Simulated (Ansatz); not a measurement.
**C₂H₉AlO: up Jacob's ladder to CCSD(T)**

One table from this session's results is given with a row withheld; the runs are named, their logs left out.

Computed with Ansatz 0.2.0, Gaussian basis. Level: functionals in def2-TZVPP, the program's frozen cores in correlated methods.

The runs, in order: LDA (SPW92), PBE-D4, revPBE-D4, BLYP-D4, r2SCAN-D4, B97M-V, PBE0-D4, B3LYP-D4, r2SCANh-D4, r2SCAN0-D4, HSE06-D4, BHLYP-D4, CAM-B3LYP-D4, LC-ωPBE, ωB97X-V, ωB97M-V, B2PLYP, PBE-QIDH; CCSD(T)/def2-SVP; CCSD(T)/def2-TZVPP; MP2/def2-QZVPP; extrapolation to the limit; RPA on PBE.

## Structure used throughout

The geometry comes from an earlier relaxation with PBE0-D4 in a triple-zeta def2 set; it is a stationary point, not always the lowest conformer.

SMILES `C[O+](C)[AlH3-]`, 13 atoms, charge 0, spin multiplicity 1.

Atoms are counted from 1 here; the program's logs count them from 0.

Bond lengths: C1–O2 1.425 Å, C1–H5 1.088 Å, C1–H6 1.092 Å, C1–H7 1.094 Å, O2–C3 1.425 Å, O2–Al4 1.981 Å, C3–H8 1.092 Å, C3–H9 1.094 Å, C3–H10 1.088 Å, Al4–H11 1.599 Å, Al4–H12 1.599 Å, Al4–H13 1.605 Å. Angles: O2–C1–H5 106.9°, O2–C1–H6 109.2°, O2–C1–H7 110.2°, H5–C1–H6 110.2°, H5–C1–H7 110.0°, H6–C1–H7 110.2°, C1–O2–C3 113.2°, C1–O2–Al4 117.0°, C3–O2–Al4 117.1°, O2–C3–H8 109.2°, O2–C3–H9 110.2°, O2–C3–H10 106.9°, H8–C3–H9 110.2°, H8–C3–H10 110.2°, H9–C3–H10 110.0°, O2–Al4–H11 98.6°, O2–Al4–H12 98.6°, O2–Al4–H13 99.3° and more.

As a file:

```mol
C2H9AlO
  3D, bonds by distance, orders not assigned

 13 12  0  0  0  0  0  0  0  0999 V2000
   -0.1259    1.1868   -0.8419 C   0  0
   -0.3089    0.1644    0.1338 O   0  0
    0.3921    0.4161    1.3487 C   0  0
   -0.3439   -1.7063   -0.5173 Al  0  0
   -0.7170    0.9035   -1.7106 H   0  0
   -0.4809    2.1373   -0.4377 H   0  0
    0.9302    1.2627   -1.1157 H   0  0
    0.0429    1.3583    1.7767 H   0  0
    1.4686    0.4618    1.1609 H   0  0
    0.1654   -0.4092    2.0207 H   0  0
   -1.4043   -1.5266   -1.7008 H   0  0
   -0.7938   -2.4223    0.8401 H   0  0
    1.1961   -1.8613   -0.9422 H   0  0
  1  2  8  0
  2  3  8  0
  2  4  8  0
  1  5  8  0
  1  6  8  0
  1  7  8  0
  3  8  8  0
  3  9  8  0
  3 10  8  0
  4 11  8  0
  4 12  8  0
  4 13  8  0
M  END
```

The first run:

in.yaml

```yaml
crystal:
  periodic: [false, false, false]
  atoms:
    - {symbol: C, position_ang: [-0.125941, 1.186763, -0.841939]}
    - {symbol: O, position_ang: [-0.308920, 0.164441, 0.133788]}
    - {symbol: C, position_ang: [0.392101, 0.416095, 1.348653]}
    - {symbol: Al, position_ang: [-0.343923, -1.706272, -0.517285]}
    - {symbol: H, position_ang: [-0.717007, 0.903489, -1.710558]}
    - {symbol: H, position_ang: [-0.480855, 2.137305, -0.437700]}
    - {symbol: H, position_ang: [0.930150, 1.262688, -1.115715]}
    - {symbol: H, position_ang: [0.042879, 1.358290, 1.776703]}
    - {symbol: H, position_ang: [1.468550, 0.461787, 1.160934]}
    - {symbol: H, position_ang: [0.165359, -0.409166, 2.020662]}
    - {symbol: H, position_ang: [-1.404337, -1.526648, -1.700779]}
    - {symbol: H, position_ang: [-0.793801, -2.422266, 0.840057]}
    - {symbol: H, position_ang: [1.196143, -1.861306, -0.942220]}
basis:
  gaussian: {orbitals: def2-TZVPP}
hamiltonian: {xc: lda}
output: {orbitals: {seedname: orbitals}}
```

Command:

```
$ ansatz run in.yaml --threads 4 --pin off --events-out ev --progress --plain --max-ram 10444MiB
```

Steps of the session up to this table: LDA; PBE-D4 (GGA); revPBE-D4 (GGA); BLYP-D4 (GGA); r2SCAN-D4 (meta-GGA); B97M-V (meta-GGA); B3LYP-D4 (hybrid); r2SCANh-D4 (hybrid); r2SCAN0-D4 (hybrid); HSE06-D4 (hybrid); BHLYP-D4 (hybrid); CAM-B3LYP-D4 (range-separated); LC-ωPBE (range-separated); ωB97X-V (range-separated); ωB97M-V (range-separated); B2PLYP (double hybrid); PBE-QIDH (double hybrid).

One of the session's tables, all rows but one given; the rest of the session is left out.

It belongs to the step «Frontier levels by functional». 

```
  functional  HOMO (eV)  gap (eV)
 LDA (SPW92)      -6.18      5.19
      PBE-D4      -6.13      5.44
   revPBE-D4      -6.10      5.55
     BLYP-D4      -6.04      5.48
   r2SCAN-D4      -6.44      6.18
      B97M-V      -6.57      6.03
     PBE0-D4      -7.39      7.56
    B3LYP-D4      -7.20      7.15
  r2SCANh-D4      -6.90      6.93
  r2SCAN0-D4      -7.59      8.04
    HSE06-D4          ?         ?
    BHLYP-D4      -8.60      9.56
CAM-B3LYP-D4      -8.80      9.89
     LC-ωPBE     -10.19     12.43
     ωB97X-V      -9.85     11.94
     ωB97M-V      -9.64     11.37
```

**Question.** Estimate the row for HSE06-D4.

As computed: HOMO (eV): -6.98; gap (eV): 6.79. In the column «HOMO (eV)» it lies between B3LYP-D4 (-7.20) and r2SCANh-D4 (-6.90).
